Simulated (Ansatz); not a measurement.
# Si₂H₅OF: one species, many methods

How much do the methods differ for Si₂H₅OF? The plan is to run it at one geometry with functionals of several rungs and with coupled cluster, and see how far each lands from CCSD(T) at the basis-set limit for the atomisation energy.

Method: functionals in def2-TZVPP, the program's frozen cores in correlated methods; program: Ansatz 0.2.0, Gaussian basis.

Plan: PBE-D4, r2SCAN-D4, PBE0-D4, B3LYP-D4, ωB97X-V, ωB97M-V, B2PLYP; CCSD(T)/def2-TZVPP; MP2/def2-QZVPP; extrapolation to the limit.

**1. The relaxed structure**

An earlier PBE0-D4/def2-TZVP relaxation fixed the geometry.

SMILES `O[SiH2][SiH2]F`, 9 atoms, charge 0, spin multiplicity 1.

Atoms are counted from 1 here; the program's logs count them from 0.

Bond lengths: O1–Si2 1.651 Å, O1–H5 0.958 Å, Si2–Si3 2.352 Å, Si2–H6 1.494 Å, Si2–H7 1.483 Å, Si3–F4 1.607 Å, Si3–H8 1.488 Å, Si3–H9 1.490 Å. Angles: Si2–O1–H5 118.1°, O1–Si2–Si3 113.4°, O1–Si2–H6 111.7°, O1–Si2–H7 105.7°, Si3–Si2–H6 106.2°, Si3–Si2–H7 111.0°, H6–Si2–H7 108.8°, Si2–Si3–F4 111.2°, Si2–Si3–H8 110.7°, Si2–Si3–H9 111.2°, F4–Si3–H8 107.9°, F4–Si3–H9 107.3°, H8–Si3–H9 108.5°.

**2. PBE-D4 (GGA)**

in.yaml

```yaml
crystal:
  periodic: [false, false, false]
  atoms:
    - {symbol: O, position_ang: [-0.736632, 1.478133, -1.289074]}
    - {symbol: Si, position_ang: [0.519174, 0.652684, -0.604765]}
    - {symbol: Si, position_ang: [-0.171897, -1.086089, 0.820804]}
    - {symbol: F, position_ang: [-0.961517, -2.225603, 0.007976]}
    - {symbol: H, position_ang: [-1.388680, 1.870718, -0.707611]}
    - {symbol: H, position_ang: [1.385252, 1.547823, 0.220453]}
    - {symbol: H, position_ang: [1.318289, 0.125289, -1.737212]}
    - {symbol: H, position_ang: [1.000305, -1.724063, 1.479031]}
    - {symbol: H, position_ang: [-1.090396, -0.581294, 1.879498]}
basis:
  gaussian: {orbitals: def2-TZVPP}
hamiltonian: {xc: pbe, dispersion: d4}
output: {forces: true, orbitals: {seedname: orbitals}}
```

After this run come: r2SCAN-D4 (meta-GGA); PBE0-D4 (hybrid); B3LYP-D4 (hybrid); ωB97X-V (range-separated); ωB97M-V (range-separated); B2PLYP (double hybrid); CCSD(T) in def2-TZVPP; MP2 in def2-QZVPP.

Before running them: what should the planned runs give, taken together? Wanted: atomisation energy, CCSD(T)/CBS; farthest; mean size of error, hybrid; mean size of error, range-separated; gap, smallest and largest; T1 diagnostic; triples share of the correlation energy.

**Answer**, as computed:

| quantity | value |
| --- | --- |
| atomisation energy, CCSD(T)/CBS | 3049.3 kJ/mol |
| functionals within 15.2 kJ/mol (0.5 %) | ωB97X-V |
| farthest | PBE0-D4 (-71.0 kJ/mol) |
| mean size of error, hybrid | 51.1 kJ/mol |
| mean size of error, range-separated | 9.4 kJ/mol |
| gap, smallest and largest | 5.06 eV (PBE-D4), 11.55 eV (ωB97X-V) |
| T1 diagnostic | 0.0121 |
| triples share of the correlation energy | 3.0 % |

In words: PBE-D4 misses by -27.9 kJ/mol, or 3.5 kJ/mol for each of 8 bonds. Taken by rung, range-separated functionals do best (9.4 kJ/mol on average) and hybrid ones worst (51.1 kJ/mol). Rungs with a single functional here are left out of that count. Misses under about 15.2 kJ/mol are within the doubt on the reference itself, which lacks core-valence correlation, relativity and higher excitations. Hartree-Fock recovers 74 % of the binding; the rest is correlation. Orbital gaps span 5.1 to 11.6 eV; exact exchange widens them.
